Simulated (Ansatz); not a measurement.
# Cl2FHSi (SMILES F[SiH](Cl)Cl): energies and forces away from the minimum

The task here is to estimate one member of a computed series from the others.

Computed with Ansatz 0.2.0, Gaussian basis. Level: single points with forces in def2-TZVPP.

Levels: PBE-D4, r2SCAN-D4, PBE0-D4, wB97M-V, Hartree-Fock, MP2, CCSD, CCSD(T). Each coordinate is moved by a Gaussian draw of the width named (0.7 of it for atoms other than hydrogen): 0.04, 0.02 Å.

Cores are frozen in the correlated methods.

9 further runs of the same task are left out: 9 set aside as unsound or not needed.

## The starting structure

The minimum, relaxed at PBE0-D4: SMILES `F[SiH](Cl)Cl`, 5 atoms, charge 0, spin multiplicity 1.

Atoms are counted from 1 here; the program's logs count them from 0.

Bond lengths: F1–Si2 1.581 Å, Si2–Cl3 2.024 Å, Si2–Cl4 2.024 Å, Si2–H5 1.467 Å. Angles: F1–Si2–Cl3 108.4°, F1–Si2–Cl4 108.4°, F1–Si2–H5 109.1°, Cl3–Si2–Cl4 110.2°, Cl3–Si2–H5 110.4°, Cl4–Si2–H5 110.4°.

As a file:

| atom | x (Å) | y (Å) | z (Å) |
| --- | --- | --- | --- |
| F1 | 0.0355 | -0.6827 | 1.4669 |
| Si2 | 0.1157 | -0.0484 | 0.0208 |
| Cl3 | -0.5119 | 1.8723 | 0.1315 |
| Cl4 | -1.0928 | -1.1087 | -1.2083 |
| H5 | 1.5033 | -0.1061 | -0.4524 |

Energies of the minimum (eV), from earlier single points: PBE-D4 -35646.25443, r2SCAN-D4 -35659.71071, PBE0-D4 -35649.04579, B3LYP-D4 -35664.59134, wB97M-V -35660.77908, CCSD(T) -35620.37621.

The first run:

Contents of ccsdt-tzvpp/in.yaml:

```yaml
crystal:
  periodic: [false, false, false]
  atoms:
    - {symbol: F, position_ang: [0.085462, -0.627461, 1.475263]}
    - {symbol: Si, position_ang: [0.147748, -0.068806, 0.006151]}
    - {symbol: Cl, position_ang: [-0.565709, 1.877453, 0.139754]}
    - {symbol: Cl, position_ang: [-1.119781, -1.079895, -1.174530]}
    - {symbol: H, position_ang: [1.513496, -0.059833, -0.420876]}
basis:
  gaussian: {orbitals: def2-TZVPP}
correlation: {method: ccsd_t}
output: {forces: true}
```

No record of the launch command was kept for these runs.

Steps of the session up to this table: Structure 1, width 0.04 Å; Structure 2, width 0.02 Å.

One of the session's tables, all rows but one given; the rest of the session is left out.

```
   method  RMS force component (eV/Å)  angle to CCSD(T) forces (°)  dipole (D)
   PBE-D4                       0.268                         63.3        0.92
r2SCAN-D4                       0.139                         13.9        0.96
  PBE0-D4                       0.132                         23.2        1.02
  wB97M-V                           ?                            ?           ?
  CCSD(T)                       0.160                    reference        0.99
```

Estimate the missing values for wB97M-V.

As computed: RMS force component (eV/Å): 0.134; angle to CCSD(T) forces (°): 23.4; dipole (D): 0.99. In the column «RMS force component (eV/Å)» it lies between PBE0-D4 (0.132) and r2SCAN-D4 (0.139).
